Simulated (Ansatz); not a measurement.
**C₃H₉ClFNSn: one species, many methods**

The task here is to estimate one member of a computed series from the others.

Program: Ansatz 0.2.0, Gaussian basis. Level of theory: functionals in def2-TZVPP, the program's frozen cores in correlated methods. These are calculated values, not measurements.

Plan: LDA (SPW92), PBE-D4, revPBE-D4, BLYP-D4, r2SCAN-D4, B97M-V, PBE0-D4, B3LYP-D4, r2SCANh-D4, r2SCAN0-D4, HSE06-D4, BHLYP-D4, CAM-B3LYP-D4, LC-ωPBE, ωB97X-V, ωB97M-V, B2PLYP, PBE-QIDH; CCSD(T)/def2-SVP; CCSD(T)/def2-TZVPP; MP2/def2-QZVPP; extrapolation to the limit; RPA on PBE.

### The relaxed structure

The geometry comes from an earlier relaxation with PBE0-D4 in a triple-zeta def2 set; it is a stationary point, not always the lowest conformer. Sn takes the def2 core potential; no spin-orbit term is included.

16 atoms, charge 0, spin multiplicity 1.

Atoms are counted from 1 here; the program's logs count them from 0.

Bond lengths: C1–C2 1.513 Å, C1–H8 1.097 Å, C1–H9 1.093 Å, C1–H10 1.091 Å, C2–N3 1.449 Å, C2–H11 1.099 Å, C2–H12 1.102 Å, N3–C4 1.450 Å, N3–Sn5 2.000 Å, C4–H13 1.091 Å, C4–H14 1.100 Å, C4–H15 1.097 Å, Sn5–F6 1.915 Å, Sn5–Cl7 2.331 Å, Sn5–H16 1.691 Å. Angles: C2–C1–H8 111.8°, C2–C1–H9 111.2°, C2–C1–H10 110.6°, H8–C1–H9 108.8°, H8–C1–H10 106.3°, H9–C1–H10 108.1°, C1–C2–N3 112.8°, C1–C2–H11 109.3°, C1–C2–H12 109.5°, N3–C2–H11 107.5°, N3–C2–H12 111.3°, H11–C2–H12 106.2°, C2–N3–C4 112.9°, C2–N3–Sn5 118.6°, C4–N3–Sn5 116.7°, N3–C4–H13 110.7°, N3–C4–H14 112.9°, N3–C4–H15 109.3° and more.

Set-up of the first run:

The input, in.yaml:

```yaml
crystal:
  periodic: [false, false, false]
  atoms:
    - {symbol: C, position_ang: [0.032316, -1.869302, -0.711196]}
    - {symbol: C, position_ang: [0.492246, -0.454224, -0.983677]}
    - {symbol: N, position_ang: [0.456760, 0.384113, 0.197468]}
    - {symbol: C, position_ang: [0.890586, 1.743150, -0.063235]}
    - {symbol: Sn, position_ang: [-1.050719, 0.154190, 1.490874]}
    - {symbol: F, position_ang: [-0.824686, 1.663196, 2.648001]}
    - {symbol: Cl, position_ang: [-3.131011, 0.478897, 0.491365]}
    - {symbol: H, position_ang: [-1.033060, -1.907582, -0.450558]}
    - {symbol: H, position_ang: [0.608835, -2.323111, 0.098859]}
    - {symbol: H, position_ang: [0.151611, -2.489640, -1.600879]}
    - {symbol: H, position_ang: [1.529740, -0.473132, -1.345533]}
    - {symbol: H, position_ang: [-0.110162, -0.022941, -1.799864]}
    - {symbol: H, position_ang: [0.826293, 2.348406, 0.841914]}
    - {symbol: H, position_ang: [0.303518, 2.236642, -0.851712]}
    - {symbol: H, position_ang: [1.938534, 1.732895, -0.386117]}
    - {symbol: H, position_ang: [-1.103703, -1.224156, 2.468791]}
basis:
  gaussian: {orbitals: def2-TZVPP}
hamiltonian: {xc: lda}
output: {orbitals: {seedname: orbitals}}
```

Among the steps run: LDA; PBE-D4 (GGA); revPBE-D4 (GGA); BLYP-D4 (GGA); r2SCAN-D4 (meta-GGA); B97M-V (meta-GGA); PBE0-D4 (hybrid); B3LYP-D4 (hybrid); r2SCANh-D4 (hybrid); r2SCAN0-D4 (hybrid); HSE06-D4 (hybrid); BHLYP-D4 (hybrid); CAM-B3LYP-D4 (range-separated); LC-ωPBE (range-separated); ωB97X-V (range-separated); ωB97M-V (range-separated); B2PLYP (double hybrid); PBE-QIDH (double hybrid).

One of the session's tables, all rows but one given; the rest of the session is left out.

It belongs to the step «Orbital energies across the functionals». 

| functional | HOMO (eV) | gap (eV) |
| --- | --- | --- |
| LDA (SPW92) | -5.64 | 3.27 |
| PBE-D4 | -5.51 | 3.41 |
| revPBE-D4 | ? | ? |
| BLYP-D4 | -5.41 | 3.35 |
| r2SCAN-D4 | -5.76 | 3.91 |
| B97M-V | -5.89 | 4.02 |
| PBE0-D4 | -6.82 | 5.68 |
| B3LYP-D4 | -6.61 | 5.14 |
| r2SCANh-D4 | -6.25 | 4.74 |
| r2SCAN0-D4 | -6.99 | 6.00 |
| HSE06-D4 | -6.42 | 4.90 |
| BHLYP-D4 | -8.08 | 7.92 |
| CAM-B3LYP-D4 | -8.18 | 8.04 |
| LC-ωPBE | -9.49 | 10.64 |
| ωB97X-V | -9.18 | 10.18 |
| ωB97M-V | -9.09 | 9.92 |

Estimate the missing values for revPBE-D4.

As computed: HOMO (eV): -5.46; gap (eV): 3.46. In the column «HOMO (eV)» it lies between PBE-D4 (-5.51) and BLYP-D4 (-5.41).
